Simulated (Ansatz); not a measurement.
# Yb2Sn: the cost of one run

All numbers below are computed with Ansatz 0.2.0 (DFT PBEsol, scalar-relativistic, plane waves, PAW).

1 further run of the same task is left out (set aside as unsound or not needed). Runs told in other sessions of the task aren't counted.

## 1. The structure to begin with

The cell holds 19 atoms (LiSn6Yb12): a = 8.528 Å, b = 8.528 Å, c = 8.528 Å, α = 64.73°, β = 64.73°, γ = 64.73°.

Coordinates:

```
CELL_PARAMETERS angstrom
-5.27151 0.00000 -6.70373
2.63575 4.56526 -6.70373
2.63575 -4.56526 -6.70373
ATOMIC_POSITIONS crystal
Yb 0.66667 0.66667 0.66667
Yb 0.33333 0.33333 0.33333
Yb 0.00205 0.99487 0.99771
Yb 0.50000 0.50000 0.50000
Yb 0.16667 0.16667 0.16667
Yb 0.83428 0.82817 0.83803
Yb 0.41667 0.75000 0.08333
Yb 0.08333 0.41667 0.75000
Yb 0.75000 0.08333 0.41667
Yb 0.24838 0.90608 0.58744
Yb 0.91667 0.58333 0.25000
Yb 0.58333 0.25000 0.91667
Sn 0.58333 0.91667 0.25000
Sn 0.25000 0.58333 0.91667
Sn 0.90960 0.25863 0.58077
Sn 0.08333 0.75000 0.41667
Sn 0.75000 0.41667 0.08333
Sn 0.41667 0.08333 0.75000
Li 0.00713 0.99215 0.76179
```

The host was relaxed before at PBEsol: a = 5.272 Å, b = 5.272 Å, c = 6.704 Å, α = 90.00°, β = 90.00°, γ = 120.00° (conventional cell), 26.888 Å³/atom.

Places, in fractions of the supercell: Li as an interstitial at (0.000, 0.000, 0.750). Its neighbours start displaced at random, with a spread of 0.05 Å in each coordinate.

## 2. The perfect crystal in the supercell of 18 atoms

File input.yaml:

```yaml
crystal:
  lattice:
    - [-5.2715074914, 2.8e-09, -6.7037346247]
    - [2.6357537482, 4.5652594024, -6.7037346247]
    - [2.6357537432, -4.5652594052, -6.7037346247]
  atoms:
    - { symbol: Yb, position: [0.6666666667, 0.6666666667, 0.6666666667] }
    - { symbol: Yb, position: [0.3333333333, 0.3333333333, 0.3333333333] }
    - { symbol: Yb, position: [0.0, 0.0, 0.0] }
    - { symbol: Yb, position: [0.5, 0.5, 0.5] }
    - { symbol: Yb, position: [0.1666666667, 0.1666666667, 0.1666666667] }
    - { symbol: Yb, position: [0.8333333333, 0.8333333333, 0.8333333333] }
    - { symbol: Yb, position: [0.4166666667, 0.75, 0.0833333333] }
    - { symbol: Yb, position: [0.0833333333, 0.4166666667, 0.75] }
    - { symbol: Yb, position: [0.75, 0.0833333333, 0.4166666667] }
    - { symbol: Yb, position: [0.25, 0.9166666667, 0.5833333333] }
    - { symbol: Yb, position: [0.9166666667, 0.5833333333, 0.25] }
    - { symbol: Yb, position: [0.5833333333, 0.25, 0.9166666667] }
    - { symbol: Sn, position: [0.5833333333, 0.9166666667, 0.25] }
    - { symbol: Sn, position: [0.25, 0.5833333333, 0.9166666667] }
    - { symbol: Sn, position: [0.9166666667, 0.25, 0.5833333333] }
    - { symbol: Sn, position: [0.0833333333, 0.75, 0.4166666667] }
    - { symbol: Sn, position: [0.75, 0.4166666667, 0.0833333333] }
    - { symbol: Sn, position: [0.4166666667, 0.0833333333, 0.75] }
basis:
  ecutwfc: 420
  xc_grid: 2
kpoints:
  mp_grid: { grid: [3, 3, 3], shift: [0.0, 0.0, 0.0] }
hamiltonian:
  xc: pbesol
scf:
  occupations: { method: gaussian, width: 0.05 }
output:
  forces: true
  stress: true
  eigenvalues: true
  write_density: true
  write_potential: true
  elf: true
  volumetric_format: npy
```

On the command line:

```
$ ansatz run input.yaml --threads 8 --pin off --max-ram 14336MiB --backend cpu --events-out ev --progress --plain --runs-dir out
```

**Question.** How long does this run take on 8 threads of Intel Xeon 6975P-C (Granite Rapids), shared host, and how much memory does it need?

About 6.9 s, with a peak of 2.9 GiB.
